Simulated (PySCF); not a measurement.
# H2O4W: edits of the settings

A base run and a few variants of its settings.

Program: PySCF 2.14.0. Level of theory: each script names its method and basis. These are calculated values, not measurements.

6 further runs of the same task are left out: 2 for a known fault of the program, 4 that didn't finish. Runs told in other sessions of the task aren't counted.

**1. The starting structure**

H2O4W: 7 atoms, charge 0, spin multiplicity 1.

Bond lengths: W1–O2 1.727 Å, W1–O3 1.727 Å, W1–O4 1.901 Å, W1–O5 1.901 Å, O4–H6 0.974 Å, O5–H7 0.974 Å. Angles: O2–W1–O3 107.7°, O2–W1–O4 108.7°, O2–W1–O5 109.9°, O3–W1–O4 109.7°, O3–W1–O5 108.6°, O4–W1–O5 112.1°, W1–O4–H6 125.6°, W1–O5–H7 125.8°.

Geometry (Å):

```
atom    x (Å)    y (Å)    z (Å)
  W1   0.0152   0.0109  -0.0004
  O2   0.1482   1.2667  -1.1781
  O3   1.5171  -0.0758   0.8470
  O4  -0.3108  -1.6331  -0.8983
  O5  -1.3601   0.4315   1.2434
  H6   0.2304  -2.4396  -0.8189
  H7  -1.9745   1.1852   1.1808
```

**2. Base script**

The input, input.py:

```python
from pyscf import gto, scf, mp

mol = gto.M(
    atom='W 0.0152 0.0109 -0.0004; O 0.1482 1.2667 -1.1781; O 1.5171 -0.0758 0.847; O -0.3108 -1.6331 -0.8983; O -1.3601 0.4315 1.2434; H 0.2304 -2.4396 -0.8189; H -1.9745 1.1852 1.1808',
    basis='lanl2dz',
    ecp={'W': 'lanl2dz'},
    charge=0,
    spin=0,
    verbose=4,
)
mf = scf.RHF(mol)
mf.level_shift = 0.3
mf.kernel()
mp.MP2(mf, frozen=4).kernel()
mf.dip_moment()
print('orbital energies (hartree):', mf.mo_energy[..., max(0, mol.nelec[1]-3):mol.nelec[0]+3].round(4))
```

On the command line:

```sh
$ OMP_NUM_THREADS=1 python input.py
```

Its log is not repeated here.

**3. Population analysis**

Variant 1 changes step after the SCF: mp2 → analyze.

Changes to input.py since step 2:

```diff
@@ -1,2 +1,2 @@
-from pyscf import gto, scf, mp
+from pyscf import gto, scf
 
@@ -13,3 +13,3 @@
 mf.kernel()
-mp.MP2(mf, frozen=4).kernel()
+mf.mulliken_pop()
 mf.dip_moment()
```

Q: Predict the outcome of this session. Wanted: for each run, E(SCF); from base; gap; SCF dipole; after the SCF.

The runs gave:

```
                run  E(SCF) (hartree)  from base (eV)  cycles  gap (eV)  SCF dipole (D)                            after the SCF
               base       -367.800415               0      16     14.01            3.02  MP2 correlation -22.089 eV, core frozen
population analysis       -367.800415          0.0000      16     14.01            3.02                                      n/a
```

Distance from each run's final energy (log10 hartree) by cycle:

```
                run  cycle 1  cycle 2  cycle 3  cycle 5  cycle 8  cycle 12
               base      0.0     -0.2     -1.3     -3.4     -4.8      -7.2
population analysis      0.0     -0.2     -1.3     -3.4     -4.8      -7.2
```

What this shows: Total energies from different bases, Hamiltonians or methods carry different errors, so properties are taken as differences within one set-up.
